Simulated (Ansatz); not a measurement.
# Ti3Br: the cost of one run

Program: Ansatz 0.2.0. Level of theory: DFT PBE, scalar-relativistic, plane waves, PAW. These are calculated values, not measurements.

### 1 The structure to begin with

It takes space group Pm-3m (No. 221, cubic). The conventional cell has a = 4.363 Å, b = 4.363 Å, c = 4.363 Å, α = 90.00°, β = 90.00°, γ = 90.00°. Around Ti (site symmetry 4/mmm) lie 8 Ti at 3.09 Å and 4 Br at 3.09 Å. Br (site symmetry m-3m) is surrounded by 12 Ti at 3.09 Å.

As a file:

```cif
data_structure
_symmetry_space_group_name_H-M 'P 1'
_symmetry_Int_Tables_number 1
_cell_length_a 4.3631
_cell_length_b 4.3631
_cell_length_c 4.3631
_cell_angle_alpha 90.000
_cell_angle_beta 90.000
_cell_angle_gamma 90.000
_cell_volume 83.06
loop_
_atom_site_label
_atom_site_type_symbol
_atom_site_fract_x
_atom_site_fract_y
_atom_site_fract_z
_atom_site_occupancy
Ti1 Ti 0.00000 0.50000 0.50000 1
Ti2 Ti 0.50000 0.00000 0.50000 1
Ti3 Ti 0.50000 0.50000 0.00000 1
Br1 Br 0.00000 0.00000 0.00000 1
```

The cell is invented: species swapped into a database cell of MnNi3 (Pm-3m, No. 221), with Br on the Mn sites and Ti on the Ni sites. The dimensions are guesses.

### 2 A first look at the guess

Contents of input.yaml:

```yaml
crystal:
  lattice:
    - [4.3630898, 0.0, 0.0]
    - [0.0, 4.3630898, 0.0]
    - [0.0, 0.0, 4.3630898]
  atoms:
    - { symbol: Ti, position: [0.0, 0.5, 0.5], spin: 1.0 }
    - { symbol: Ti, position: [0.5, 0.0, 0.5], spin: 1.0 }
    - { symbol: Ti, position: [0.5, 0.5, 0.0], spin: 1.0 }
    - { symbol: Br, position: [0.0, 0.0, 0.0] }
basis:
  ecutwfc: 420
kpoints:
  mp_grid: { grid: [4, 4, 4] }
hamiltonian:
  xc: pbe
scf:
  occupations: { method: gaussian, width: 0.1 }
  lower_state_search: "off"
output:
  forces: true
  stress: true
  eigenvalues: true
  populations: true
magnetization:
  spin_polarized: true
```

Launch:

```console
$ ansatz run input.yaml --threads 1 --pin off --max-ram 2560MiB --backend cpu --events-out ev --progress --plain --runs-dir out
```

Q: Estimate wall time and peak memory on 1 thread of AMD EPYC 9R45 (Zen 5), shared host.

About 1.7 s, with a peak of 0.4 GiB.
